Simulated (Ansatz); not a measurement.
# S: strong compression

One table from this session's results is given with a row withheld; the runs are named, their logs left out.

Computed with Ansatz 0.2.0 (DFT PBEsol, with the methods named in each step, unless a step's input says otherwise).

2 further runs of the same task are left out: 1 that didn't finish, 1 set aside as unsound or not needed. Runs told in other sessions of the task aren't counted.

## Starting point

The structure is cubic, space group Pm-3m (No. 221). Conventional cell: a = 2.638 Å, b = 2.638 Å, c = 2.638 Å, α = 90.00°, β = 90.00°, γ = 90.00°. S (site symmetry m-3m) is surrounded by 6 S at 2.64 Å.

As a file:

```cif
data_structure
_symmetry_space_group_name_H-M 'P 1'
_symmetry_Int_Tables_number 1
_cell_length_a 2.6381
_cell_length_b 2.6381
_cell_length_c 2.6381
_cell_angle_alpha 90.000
_cell_angle_beta 90.000
_cell_angle_gamma 90.000
_cell_volume 18.36
loop_
_atom_site_label
_atom_site_type_symbol
_atom_site_fract_x
_atom_site_fract_y
_atom_site_fract_z
_atom_site_occupancy
S1 S 0.00000 0.00000 0.00000 1
```

Whether this phase is the stable one at these pressures isn't tested.

Set-up of the first run:

Contents of input.yaml:

```yaml
crystal:
  lattice:
    - [2.6380978033, 0.0, 0.0]
    - [0.0, 2.6380978033, 0.0]
    - [0.0, 0.0, 2.6380978033]
  atoms:
    - { symbol: S, position: [0.0, 0.0, 0.0] }
kpoints:
  mp_grid: { grid: [16, 16, 16] }
scf:
  occupations: { method: fermi_dirac, width: 0.05 }
hamiltonian:
  xc: pbesol
  pseudopotentials: { kind: paw }
output:
  forces: true
  stress: true
  write_density: true
  write_potential: true
  elf: true
  volumetric_format: npy
relax:
  f_tol: 0.005
  max_steps: 40
  cell: {}
```

The run is started by

```bash
ansatz run input.yaml --threads 1 --pin off --max-ram 2048MiB --backend cpu --events-out ev --progress --plain --runs-dir out
```

Steps of the session up to this table: Cell relaxed at zero pressure, PAW; Volume scaled by 1, PAW; Volume scaled by 0.9, PAW; Volume scaled by 0.8, PAW; Volume scaled by 0.7, PAW; Volume scaled by 0.6, PAW; Volume scaled by 0.5, PAW; Volume scaled by 0.4, PAW; Volume scaled by 0.4, PAW (core large).

One table of the session follows, with a row left open; its other results are not shown here.

 The rows PAW, 0.4 and PAW (core large), 0.4 agree to the last digit and may rest on the same set-up.

```
          method  volume over the first  volume (Å³/atom)  pressure (GPa)
             PAW                      1            16.373            0.00
             PAW                    0.9                 ?               ?
             PAW                    0.8            13.099           33.43
             PAW                    0.7            11.461           59.31
             PAW                    0.6             9.824          101.14
             PAW                    0.5             8.187          177.28
             PAW                    0.4             6.549          393.43
PAW (core large)                    0.4             6.549          393.43
```

**Question.** Estimate the row for PAW, 0.9.

As computed: volume (Å³/atom): 14.736; pressure (GPa): 12.58. In the column «volume (Å³/atom)» it lies between PAW, 0.8 (13.099) and PAW, 1 (16.373).
